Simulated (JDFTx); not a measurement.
Here is a JDFTx 1.7.0 (patched build) calculation.

File vacuum.in:

```
lattice \
    9.0000000000     0.0000000000     0.0000000000 \
    0.0000000000     9.0000000000     0.0000000000 \
    0.0000000000     0.0000000000    12.0000000000
latt-scale 1.889726124626 1.889726124626 1.889726124626
coords-type Lattice
ion S      0.5014444400     0.5023333300     0.4075473800 1
ion Pb     0.5014444400     0.5023333300     0.5981192900 1

ion-species pseudo/S.upf
ion-species pseudo/Pb.upf
elec-cutoff 28
elec-ex-corr gga-x-pbe-r gga-c-pbe
kpoint-folding 1 1 1
elec-n-bands 16
electronic-minimize nIterations 100 energyDiffThreshold 1e-07
core-overlap-check none
converge-empty-states yes
forces-output-coords Cartesian

dump-name vacuum.$VAR
dump End Ecomponents EigStats BandEigs Kpoints Forces State
```

Potentials or basis: PseudoDojo-SR-PBE-0.5-standard (S) + PseudoDojo-SR-PBE-0.4.1-standard (Pb) with smoothed tails.

Command:

```sh
$ jdftx -c 1 -i vacuum.in -o vacuum.out
```

Task: Estimate the Loewdin charges.

Result: S -0.39; Pb +0.47 e.

Task: Estimate the largest force.

Result: 0.756 eV/Å.

Task: Predict the gap between the frontier levels.

Result: 2.97 eV.

Forces on the atoms (eV/Å):
```
S    0.000  0.000 -0.756
Pb   0.000  0.000  0.749
```

Caveat: forces may be off by hundredths of an eV/Å; the potentials were made for another functional, which shifts forces and pressure; spin-orbit coupling is left out, which as a rule narrows the gap of such compounds by several tenths of an eV.
